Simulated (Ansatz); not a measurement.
HPbNO4:

```
H Pb N O
1.0
     6.43453    0.00000    0.00872
     0.00000    4.11089    0.00000
    -3.14884    0.00000    7.72026
H Pb N O
2 2 2 8
Direct
  0.29356 0.09662 0.51195
  0.70644 0.59662 0.48805
  0.98504 0.60505 0.29264
  0.01496 0.10504 0.70736
  0.59230 0.36587 0.79290
  0.40770 0.86587 0.20710
  0.12824 0.09198 0.45672
  0.41419 0.46190 0.80564
  0.78042 0.46544 0.89401
  0.58396 0.16262 0.67325
  0.87176 0.59198 0.54328
  0.58581 0.96190 0.19436
  0.21958 0.96544 0.10599
  0.41604 0.66262 0.32675
```

The cell was built by a generator and needn't be a form met in nature.

* Program: Ansatz 0.2.0
* Task: relaxation of cell and atoms
* Functional: RPBE
* Potentials or basis: Ansatz PAW
* Cutoff: 420 eV (not typed: the program's choice for these potentials)
* k mesh: 4 × 5 × 3
* Occupations: fermi-dirac, width 0.05 eV
* Spin: no spin polarisation

At the start: volume 14.59 Å³/atom.

Q: How do energy, volume and symmetry change on relaxing?

A: It ends after 19 steps and the volume is 16.28 Å³/atom (+11.5 %); space group P2_1 (No. 4, to 0.05 Å).

The path:
| step | energy change (eV) | largest force (eV/Å) | volume (Å³) |
| --- | --- | --- | --- |
| 1 | 0.0000 | 0.3194 | 204.33 |
| 2 | -0.0377 | 0.2181 | 217.42 |
| 3 | -0.0431 | 0.0744 | 217.87 |
| 4 | -0.0458 | 0.1268 | 218.14 |
| 5 | -0.0460 | 0.0460 | 218.53 |
| 6 | -0.0454 | 0.0252 | 218.76 |
| 7 | -0.0456 | 0.0214 | 218.72 |
| 8 | -0.0456 | 0.0151 | 218.72 |
| 9 | -0.1150 | 0.0148 | 218.72 |
| 10 | -0.1053 | 0.1456 | 224.41 |
| 11 | -0.1047 | 0.0954 | 225.00 |
| 12 | -0.1022 | 0.0179 | 225.84 |
| 13 | -0.1020 | 0.0133 | 225.90 |
| 14 | -0.1019 | 0.0112 | 225.91 |
| 15 | -0.1299 | 0.0114 | 225.91 |
| 16 | -0.1261 | 0.0199 | 227.31 |
| 17 | -0.1246 | 0.0182 | 227.77 |
| 18 | -0.1243 | 0.0118 | 227.87 |
| 19 | -0.1315 | 0.0116 | 227.87 |

Final structure:
```
CELL_PARAMETERS angstrom
6.57214 0.00000 -0.00380
0.00000 4.35120 0.00000
-3.23154 0.00000 7.97029
ATOMIC_POSITIONS crystal
H 0.27651 0.11820 0.49777
H 0.72349 0.61820 0.50223
Pb 0.98295 0.63718 0.29854
Pb 0.01705 0.13718 0.70146
N 0.59898 0.34573 0.79584
N 0.40102 0.84573 0.20416
O 0.11531 0.11626 0.44885
O 0.42494 0.43399 0.81173
O 0.78503 0.42541 0.89955
O 0.58796 0.17272 0.67088
O 0.88469 0.61626 0.55115
O 0.57506 0.93399 0.18827
O 0.21497 0.92541 0.10045
O 0.41204 0.67272 0.32912
```

Caveat: the plane-wave basis is chosen anew once the cell has moved, so the energies of steps on either side of that aren't comparable; the pressure holds a Pulay correction of +0.5 GPa for the finite cutoff; the PAW data sets come from PBE, with cores solved anew for the run's functional, which leaves a small shift of forces and pressure.
